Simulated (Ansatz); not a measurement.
**C₂H₆SSi (SMILES C=CS[SiH3]): a rigid scan of the bond length C1–H5**

An exercise on one series of results from a longer session: the logs are not shown, and one member is left open.

Program: Ansatz 0.2.0, Gaussian basis. Level of theory: single points in def2-TZVPP. These are calculated values, not measurements.

Levels: PBE-D4, r2SCAN-D4, PBE0-D4, B3LYP-D4, wB97M-V, Hartree-Fock, MP2, CCSD, CCSD(T). The scan takes 0.889, 0.934, 1.001, 1.079, 1.166, 1.259, 1.358, 1.463, 1.572 Å.

Correlated methods freeze the cores. B3LYP uses VWN-RPA correlation.

18 further runs of the same task are left out: 18 set aside as unsound or not needed.

### The starting structure

The minimum, relaxed at PBE0-D4: 10 atoms, charge 0, spin multiplicity 1.

Atoms are counted from 1 here; the program's logs count them from 0.

Bond lengths: C1–C2 1.326 Å, C1–H5 1.084 Å, C1–H6 1.084 Å, C2–S3 1.761 Å, C2–H7 1.086 Å, S3–Si4 2.134 Å, Si4–H8 1.483 Å, Si4–H9 1.487 Å, Si4–H10 1.485 Å. Angles: C2–C1–H5 122.0°, C2–C1–H6 120.3°, H5–C1–H6 117.8°, C1–C2–S3 123.0°, C1–C2–H7 120.9°, S3–C2–H7 116.0°, C2–S3–Si4 99.3°, S3–Si4–H8 105.8°, S3–Si4–H9 109.5°, S3–Si4–H10 112.1°, H8–Si4–H9 110.7°, H8–Si4–H10 110.1°, H9–Si4–H10 108.7°.

Coordinates:

```mol
C2H6SSi
  3D, bonds by distance, orders not assigned

 10  9  0  0  0  0  0  0  0  0999 V2000
   -0.1956    2.1948    0.2813 C   0  0
   -0.2263    0.8802    0.4522 C   0  0
   -1.0589   -0.2106   -0.6516 S   0  0
    0.2213   -1.9105   -0.4894 Si  0  0
   -0.6346    2.6713   -0.5875 H   0  0
    0.2681    2.8314    1.0256 H   0  0
    0.2180    0.4217    1.3312 H   0  0
   -0.4800   -3.0123   -1.1911 H   0  0
    0.4228   -2.2452    0.9451 H   0  0
    1.5482   -1.6720   -1.1128 H   0  0
  1  2  8  0
  1  5  8  0
  1  6  8  0
  2  3  8  0
  2  7  8  0
  3  4  8  0
  4  8  8  0
  4  9  8  0
  4 10  8  0
M  END
```

Energies of the minimum (eV), from earlier single points: PBE-D4 -20874.37381, r2SCAN-D4 -20883.20603, PBE0-D4 -20876.33474, B3LYP-D4 -20887.61622, wB97M-V -20883.49677, CCSD(T) -20856.14320.

At the minimum the bond length C1–H5 is 1.084 Å.

Set-up of the first run:

Input file ccsdt-tzvpp/in.yaml:

```yaml
crystal:
  periodic: [false, false, false]
  atoms:
    - {symbol: C, position_ang: [-0.195593, 2.194803, 0.281349]}
    - {symbol: C, position_ang: [-0.226297, 0.880223, 0.452177]}
    - {symbol: S, position_ang: [-1.058917, -0.210576, -0.651589]}
    - {symbol: Si, position_ang: [0.221307, -1.910451, -0.489378]}
    - {symbol: H, position_ang: [-0.555675, 2.585617, -0.431340]}
    - {symbol: H, position_ang: [0.268122, 2.831386, 1.025582]}
    - {symbol: H, position_ang: [0.218001, 0.421738, 1.331208]}
    - {symbol: H, position_ang: [-0.479957, -3.012288, -1.191129]}
    - {symbol: H, position_ang: [0.422814, -2.245211, 0.945070]}
    - {symbol: H, position_ang: [1.548196, -1.671973, -1.112786]}
basis:
  gaussian: {orbitals: def2-TZVPP}
correlation: {method: ccsd_t}
```

No record of the launch command was kept for these runs.

Steps of the session up to this table: C1–H5 = 0.889 Å; C1–H5 = 0.934 Å; C1–H5 = 1.001 Å; C1–H5 = 1.079 Å; C1–H5 = 1.166 Å; C1–H5 = 1.259 Å; C1–H5 = 1.358 Å; C1–H5 = 1.463 Å; C1–H5 = 1.572 Å.

One table of the session follows, with a row left open; its other results are not shown here.

Energies less that of the minimum at the same level (eV):

| bond length (Å) | PBE-D4 | PBE0-D4 | B3LYP-D4 | wB97M-V | Hartree-Fock |
| --- | --- | --- | --- | --- | --- |
| 0.889 | 1.025 | 0.986 | 0.961 | 0.966 | 0.932 |
| 0.934 | 0.560 | 0.528 | 0.512 | 0.515 | 0.483 |
| 1.001 | 0.159 | 0.139 | 0.133 | 0.133 | 0.112 |
| 1.079 | 0.001 | 0.000 | 0.000 | 0.000 | -0.001 |
| 1.084 (minimum) | 0.000 | 0.000 | 0.000 | 0.000 | 0.000 |
| 1.166 | 0.082 | 0.104 | 0.106 | 0.108 | 0.137 |
| 1.259 | 0.349 | 0.399 | 0.398 | 0.404 | 0.475 |
| 1.358 | 0.745 | 0.827 | 0.819 | 0.835 | 0.957 |
| 1.463 | ? | ? | ? | ? | ? |
| 1.572 | 1.732 | 1.894 | 1.853 | 1.914 | 2.159 |

Q: Estimate the row for bond length (Å) = 1.463 from the others.

Worked estimate for «PBE-D4». A straight line through the neighbours (1.358, 0.745) and (1.572, 1.732) gives 0.745 + (1.732 − 0.745) × (1.463 − 1.358) / (1.572 − 1.358) = 1.229; a parabola fitted to 3 rows on both sides gives 1.207.

The run gave: PBE-D4: 1.218; PBE0-D4: 1.339; B3LYP-D4: 1.315; wB97M-V: 1.354; Hartree-Fock: 1.534. In «PBE-D4» the line misses by +0.011 and the parabola by -0.011.

Limits of these values: A polynomial through the near points puts the CCSD(T) minimum 0.002 Å below the PBE0-D4 value.
